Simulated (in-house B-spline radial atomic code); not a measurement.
# Ba⁶⁺: ionisation energy by several methods

One table from this session's results is given with a row withheld; the runs are named, their logs left out.

The numbers are computed with in-house B-spline radial atomic code version 1 (scalar-relativistic (X2C), several functionals, spin-polarised, exact exchange averaged over the configuration; spherical all-electron atom at the radial basis limit), except any that are marked as measured or tabulated.

**What is computed**

```
element       : barium (Z = 56)
charge        : +6
electrons     : 50
configuration : [Kr] 4d10 5s2 5p2
nucleus       : Fermi, rms radius 4.838 fm
```

The outer shells:

[Kr] 4d10 5s2 5p2
```
[Kr] core
4d [↑↓][↑↓][↑↓][↑↓][↑↓]
5s [↑↓]
5p [↑ ][↑ ][  ]
```

Where spins are not typed, each open shell is filled with up spins first.

Set-up of the first run:

Settings of the run:

```ini
Z = 56
electrons = 50.0
configuration = [Kr] 4d10 5s2 5p2
hamiltonian = x2c
method = pbe0
spin_polarised = True
nucleus = fermi
rms_radius = 4.8378
mass_number = 138
atomic_mass = 137.905247059
speed_of_light = 137.035999084
exact_exchange = averaged over the configuration
```

The run is started by

```console
python run_scf.py task.json out
```

The settings of every run stand in task.json; they run in order.

Among the steps run: PBE0; HSE06; r2SCAN0; LC-ωPBE; ωB97X; TPSSh.

One of the session's tables, all rows but one given; the rest of the session is left out.

```
 method  ΔSCF (eV)
   PBE0     86.543
r2SCAN0     86.755
  TPSSh          ?
  HSE06     86.482
LC-ωPBE     86.610
  ωB97X     86.211
```

Q: Estimate the row for TPSSh from the others.

The run gave: ΔSCF (eV): 86.498. In the column «ΔSCF (eV)» it lies between HSE06 (86.482) and PBE0 (86.543).
